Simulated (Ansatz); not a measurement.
# Ba3MgCd: the cost of one run

Method: DFT PBE, scalar-relativistic, plane waves, PAW, in Ansatz 0.2.0.

1 further run of the same task is left out (it didn't finish).

## 1. The structure to begin with

Symmetry: Pm-3m, No. 221, cubic system. Conventional cell: a = 5.282 Å, b = 5.282 Å, c = 5.282 Å, α = 90.00°, β = 90.00°, γ = 90.00°. Ba (site symmetry 4/mmm) is surrounded by 2 Cd at 2.64 Å. Mg (site symmetry m-3m) has 12 Ba at 3.74 Å in its first shell of neighbours. Around Cd (site symmetry m-3m) lie 6 Ba at 2.64 Å.

Coordinates:

```xyz
5
Lattice="5.2823 0.0000 0.0000 0.0000 5.2823 0.0000 0.0000 0.0000 5.2823" Properties=species:S:1:pos:R:3 pbc="T T T"
Ba    0.0000    2.6412    2.6412
Ba    2.6412    0.0000    2.6412
Ba    2.6412    2.6412    0.0000
Mg    0.0000    0.0000    0.0000
Cd    2.6412    2.6412    2.6412
```

(A quick probe on a coarse mesh, which set the mesh and smearing, is not shown.)

## 3. Coarse relaxation

input.yaml

```yaml
crystal:
  lattice:
    - [5.2823344762, 0.0, 0.0]
    - [0.0, 5.2823344762, 0.0]
    - [0.0, 0.0, 5.2823344762]
  atoms:
    - { symbol: Ba, position: [0.0, 0.5, 0.5] }
    - { symbol: Ba, position: [0.5, 0.0, 0.5] }
    - { symbol: Ba, position: [0.5, 0.5, 0.0] }
    - { symbol: Mg, position: [0.0, 0.0, 0.0] }
    - { symbol: Cd, position: [0.5, 0.5, 0.5] }
basis:
  ecutwfc: 420
kpoints:
  mp_grid: { grid: [4, 4, 4] }
hamiltonian:
  xc: pbe
scf:
  occupations: { method: gaussian, width: 0.1 }
  lower_state_search: "off"
output:
  forces: true
  stress: true
  eigenvalues: true
relax:
  adjacent_minimum: "off"
  f_tol: 0.04
  max_steps: 70
  cell: { stress_tol: 0.4 }
```

On the command line:

```sh
> ansatz run input.yaml --threads 1 --pin off --max-ram 2560MiB --backend cpu --events-out ev --progress --plain --runs-dir out
```

Q: Estimate wall time and peak memory on 1 thread of Arm Neoverse V2, shared host.

About 46 s, with a peak of 0.5 GiB.
